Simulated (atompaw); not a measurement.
# A PAW (atompaw) potential for manganese, from input to tests

Aim: build the potential from the settings below, then test how well it stands in for the atom: scattering, ghost states and the plane-wave cutoff that it needs.

Method: atompaw 4.2.0.5, PBE, scalar-relativistic.

## (1) Starting point

Typed settings, in words:

```json
{"element": "manganese (Mn, Z = 25)", "type": "PAW", "frozen core": "[Ne]", "valence charge": "15", "reference configuration": "3s2 3p6 3d5 4s1.5 4p0 (charge +0.5)", "partial waves": "3s (bound): rc 0.95 bohr; 4s (bound): rc 2.10 bohr; 3p (bound): rc 0.95 bohr; 4p (bound, empty): rc 1.85 bohr; 3d (bound): rc 2.10 bohr; 3d channel at 3.25 Ry: rc 2.10 bohr", "local potential": "vpsmatchnc scheme with l = 3 at 0.5 Ry, radius 1.65 bohr", "core correction": "smooth core density matched at 1.45 bohr", "augmentation charge": "sinc compensation charge, radius 2.10 bohr; PAW radius 2.10 bohr; waves and projectors: custom rrkj gramschmidtortho"}
```

An earlier all-electron run gives the scale for the radii.

All-electron outer shells of the reference configuration (PBE, scalar-relativistic, ld1.x):

```
shell  level (eV)  outermost node (bohr)  outermost maximum (bohr)
   2s     -747.82                   0.08                      0.23
   2p     -634.06                      –                      0.19
   3s      -89.80                   0.34                      0.74
   3p      -58.52                   0.31                      0.75
   3d      -10.66                      –                      0.76
   4s       -8.38                   1.05                      2.44
   4p       -4.14                   1.15                      3.14
```

## (2) The generation run

Mn.input reads:

```
Mn 25
GGA-PBE scalarrelativistic loggrid 1500 logderivrange -9 5 351
4 4 3 0 0 0
4 0 1.5
4 1 0
3 2 5
0 0 0
c
c
v
v
c
v
v
v
2
2.10 2.10 1.65 1.45
n
n
y
3.25
n
custom rrkj gramschmidtortho sinc
3 0.5 vpsmatchnc
0.95
2.10
0.95
1.85
2.10
2.10
PWSCFOUT
UPFDX 0.0125d0 UPFXMIN -7.d0 UPFZMESH 25.d0
END
```

Run with:

```console
$ atompaw < Mn.input > Mn.log
```

Q: Predict the outcome of this session. Wanted: cutoffs for 10 and 1 mRy, occupied levels; bound ghosts; largest phase difference near zero energy, channels read; lowest eigenvalue of the overlap; share of valence orbitals outside the PAW sphere; UPF file.

As calculated:

| quantity | value |
| --- | --- |
| cutoffs for 10 and 1 mRy, occupied levels | 90 Ry and 160 Ry |
| bound ghosts | none found |
| largest phase difference near zero energy, channels read | 0.038 rad |
| lowest eigenvalue of the overlap (Bessel basis) | 0.394 (s) |
| share of valence orbitals outside the PAW sphere | 3s 0 %, 4s 78 %, 3p 1 %, 4p 91 %, 3d 10 % |
| UPF file | written |

In words: The potential is hard: the looser tolerance needs 90 Ry. The slowest occupied level is 3p: taken alone it needs 90 Ry to come within 1 mRy, against 60 Ry for 3s. It is free of bound ghosts as far as tested. Near zero energy the largest phase difference among the channels read is 0.04 rad, in the s channel.
